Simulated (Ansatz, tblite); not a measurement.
# BCl2(CCH) (C₂HBCl₂): charged states by level of theory

The task here is to estimate one member of a computed series from the others.

Program: Ansatz 0.2.0, Gaussian basis. Level of theory: as each input shows. These are calculated values, not measurements.

The runs, in order: charge +1 doublet, at the geometry of the singlet (PBE0-D4/def2-TZVP, PBE-D4/def2-TZVP, r2SCAN-D4/def2-TZVP, revPBE-D4/def2-TZVP, ωB97M-V/def2-TZVP, HSE06-D4/def2-TZVP, ωB97X-V/def2-TZVP, BHLYP-D4/def2-TZVP, CCSD(T)/def2-TZVPP); charge +1 doublet, relaxed (PBE0-D4/def2-TZVP, PBE-D4/def2-TZVP); the starting singlet's energies come from earlier runs.

## The structure

The singlet was relaxed beforehand with B3LYP-D4/def2-SVP.

6 atoms, charge 0, spin multiplicity 1.

Atoms are counted from 1 here; the program's logs count them from 0.

Bond lengths: B1–Cl2 1.757 Å, B1–Cl3 1.757 Å, B1–C4 1.513 Å, C4–C5 1.218 Å, C5–H6 1.075 Å. Angles: Cl2–B1–Cl3 119.4°, Cl2–B1–C4 120.3°, Cl3–B1–C4 120.3°, B1–C4–C5 179.9°, C4–C5–H6 179.9°.

Set-up of the first run:

in.yaml

```yaml
crystal:
  periodic: [false, false, false]
  atoms:
    - {symbol: B, position_ang: [0.523724, 0.905659, 0.004153]}
    - {symbol: Cl, position_ang: [2.279572, 0.913530, 0.057872]}
    - {symbol: Cl, position_ang: [-0.344831, 2.432073, -0.040241]}
    - {symbol: C, position_ang: [-0.233953, -0.404092, -0.003503]}
    - {symbol: C, position_ang: [-0.842738, -1.458626, -0.007557]}
    - {symbol: H, position_ang: [-1.381765, -2.388554, -0.010723]}
basis:
  gaussian: {orbitals: def2-SVP}
total_charge: 1
magnetization: {spin_polarized: true, initial_magnetization: 1}
hamiltonian: {xc: pbe0, dispersion: d4}
output: {orbitals: {seedname: orbitals}}
```

Command:

```console
$ ansatz run in.yaml --threads 2 --pin off --events-out ev --progress --plain --max-ram 4352MiB
```

Among the steps run: Charge +1 doublet at the fixed geometry, first pass, PBE0-D4/def2-SVP; Charge +1 doublet at the fixed geometry, PBE0-D4/def2-TZVP; Charge +1 doublet at the fixed geometry, PBE-D4/def2-TZVP; Charge +1 doublet at the fixed geometry, r2SCAN-D4/def2-TZVP; Charge +1 doublet at the fixed geometry, revPBE-D4/def2-TZVP; Charge +1 doublet at the fixed geometry, ωB97M-V/def2-TZVP; Charge +1 doublet at the fixed geometry, HSE06-D4/def2-TZVP; Charge +1 doublet at the fixed geometry, ωB97X-V/def2-TZVP; Charge +1 doublet at the fixed geometry, BHLYP-D4/def2-TZVP; Charge +1 doublet at the fixed geometry, CCSD(T)/def2-TZVPP.

One table of the session follows, with a row left open; its other results are not shown here.

Beside −ε(HOMO) of the starting state:

```
              level  −ε(HOMO) (eV)  by difference (eV)  mismatch (eV)
   PBE-D4/def2-TZVP           7.30               10.27          -2.98
revPBE-D4/def2-TZVP           7.24               10.24          -3.01
r2SCAN-D4/def2-TZVP           7.58               10.43          -2.85
  PBE0-D4/def2-TZVP           8.59               10.70          -2.11
 HSE06-D4/def2-TZVP           8.19               10.67          -2.48
 BHLYP-D4/def2-TZVP           9.69               10.79          -1.10
  ωB97X-V/def2-TZVP          10.98               11.00          -0.02
  ωB97M-V/def2-TZVP              ?                   ?              ?
```

**Question.** Estimate the row for ωB97M-V/def2-TZVP.

As computed: −ε(HOMO) (eV): 10.83; by difference (eV): 10.95; mismatch (eV): -0.12. In the column «−ε(HOMO) (eV)» it lies between BHLYP-D4/def2-TZVP (9.69) and ωB97X-V/def2-TZVP (10.98).
